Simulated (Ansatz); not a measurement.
**The chromium atom (septet): the correlation ladder, def2-TZVPD**

How much of the correlation energy of the chromium atom (septet) does each wave-function method recover here?

Computed with Ansatz 0.2.0, Gaussian basis. Level: def2-TZVPD, core rule «outside noble gas», up to 9 orbitals frozen.

The runs, in order: CCSD(T) on UHF; CISD; CCSDT(Q) on ROHF; CCSDT(Q) on UHF; CASSCF and MRCISD+Q, 6 electrons in 6 orbitals; CASSCF and MRCISD+Q(relaxed), 6 electrons in 6 orbitals; CASSCF and NEVPT4(SD), 6 electrons in 6 orbitals; CASSCF and NEVPT2, 6 electrons in 6 orbitals; Full CI.

2 further runs of the same task are left out: 2 that didn't finish.

## Step 1: The atom

A free atom, in its lowest state of this spin that the program finds.

1 atom, charge 0, spin multiplicity 7.

## Step 2: CCSD(T) on UHF

File in.yaml:

```yaml
crystal:
  periodic: [false, false, false]
  atoms:
    - {symbol: Cr, position_ang: [0.000000, 0.000000, 0.000000]}
basis:
  gaussian: {orbitals: def2-TZVPD}
magnetization: {spin_polarized: true, initial_magnetization: 6}
correlation: {method: ccsd_t, electrons: outside_noble_gas}
```

Command:

```sh
$ ansatz run in.yaml --threads 1 --pin off --events-out ev --progress --plain --max-ram 3916MiB
```

After this run come: CISD; CCSDT(Q) on ROHF; CCSDT(Q) on UHF; CASSCF and MRCISD+Q, 6 electrons in 6 orbitals; CASSCF and MRCISD+Q(relaxed), 6 electrons in 6 orbitals; CASSCF and NEVPT4(SD), 6 electrons in 6 orbitals; CASSCF and NEVPT2, 6 electrons in 6 orbitals; Full CI.

Q: Predict the results of all the runs planned. Wanted: FCI below the UHF energy; UMP2 from FCI; UCCSD(T) from FCI; UCCSDT(Q) from FCI; NEVPT2 valence from FCI; NEVPT4(SD) valence from FCI; MRCISD+Q valence from FCI; effectively unpaired electrons.

The runs gave:

| quantity | value |
| --- | --- |
| FCI below the UHF energy | -2.2681 eV |
| UMP2 from FCI | +216.3 meV |
| UCCSD(T) from FCI | +2.4 meV |
| UCCSDT(Q) from FCI | -6.0 meV |
| NEVPT2 valence from FCI | +609.7 meV |
| NEVPT4(SD) valence from FCI | +101.4 meV |
| MRCISD+Q valence from FCI | +24.0 meV |
| levels within 1 kcal/mol (43 meV) | UCCSD(T), UCCSDT, UCCSDT(Q), MRCISD+Q valence, MRCISD+Q(relaxed) valence |
| effectively unpaired electrons | 6.00 |

UCCSD(T) lands +2.4 meV from the yardstick (0.1 % of the correlation energy). UCCSDT, UCCSDT(Q) fall below full CI: unrestricted runs freeze a spin-polarised core, another one than full CI's, and coupled cluster isn't variational. One determinant dominates. Of the multireference levels listed MRCISD+Q valence comes nearest in total energy (+24.0 meV), which doesn't show that its space is the better one. These misses are within one basis, not against nature; the frozen cores of restricted and unrestricted runs differ, which can shift their rows.
